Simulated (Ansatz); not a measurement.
# InSe: the cost of one run

Computed with Ansatz 0.2.0 (DFT LDA, scalar-relativistic, plane waves, PAW, unless a step's input says otherwise).

1 further run of the same task is left out (for a known fault of the program).

## (1) Starting point

Symmetry: P3m1, No. 156, trigonal system. The conventional cell has a = 4.000 Å, b = 4.000 Å, c = 31.700 Å, α = 90.00°, β = 90.00°, γ = 120.00°. Se (site symmetry 3m) is surrounded by 3 In at 2.65 Å. Around In (site symmetry 3m) lie 3 Se at 2.65 Å and 1 In at 2.79 Å.

Coordinates:

```cif
data_structure
_symmetry_space_group_name_H-M 'P 1'
_symmetry_Int_Tables_number 1
_cell_length_a 4.0000
_cell_length_b 4.0000
_cell_length_c 31.7000
_cell_angle_alpha 90.000
_cell_angle_beta 90.000
_cell_angle_gamma 120.000
_cell_volume 439.25
loop_
_atom_site_label
_atom_site_type_symbol
_atom_site_fract_x
_atom_site_fract_y
_atom_site_fract_z
_atom_site_occupancy
Se1 Se 0.33333 0.66667 0.28391 1
In1 In 0.00000 0.00000 0.32476 1
In2 In 0.00000 0.00000 0.41278 1
Se2 Se 0.33333 0.66667 0.45363 1
Se3 Se 0.00000 0.00000 0.54637 1
In3 In 0.66667 0.33333 0.58722 1
In4 In 0.66667 0.33333 0.67524 1
Se4 Se 0.00000 0.00000 0.71609 1
```

## (2) Relaxing the atoms: In4Se4 sheet, no spin

Contents of input.yaml:

```yaml
crystal:
  lattice:
    - [4.0, 0.0, 0.0]
    - [-2.0, 3.4641016151, 0.0]
    - [0.0, 0.0, 31.7]
  atoms:
    - { symbol: Se, position: [0.3333333333, 0.6666666667, 0.2839116719] }
    - { symbol: In, position: [0.0, 0.0, 0.3247634069] }
    - { symbol: In, position: [0.0, 0.0, 0.4127760252] }
    - { symbol: Se, position: [0.3333333333, 0.6666666667, 0.4536277603] }
    - { symbol: Se, position: [0.0, 0.0, 0.5463722397] }
    - { symbol: In, position: [0.6666666667, 0.3333333333, 0.5872239748] }
    - { symbol: In, position: [0.6666666667, 0.3333333333, 0.6752365931] }
    - { symbol: Se, position: [0.0, 0.0, 0.7160883281] }
  periodic: [true, true, false]
scf:
  occupations: { method: fixed }
  n_extra_bands: 6
output:
  forces: true
  stress: false
  write_density: true
  write_potential: true
  elf: true
  volumetric_format: npy
kpoints:
  mp_grid: { grid: [12, 12, 1] }
hamiltonian:
  xc: lda
relax:
  f_tol: 0.005
  max_steps: 100
```

The run is started by

```bash
$ ansatz run input.yaml --threads 8 --pin off --max-ram 49152MiB --backend cpu --events-out ev --progress --plain --runs-dir out
```

Q: Estimate wall time and peak memory on 8 threads of Intel Xeon 6975P-C (Granite Rapids), shared host.

About 42 s, with a peak of 2.5 GiB.
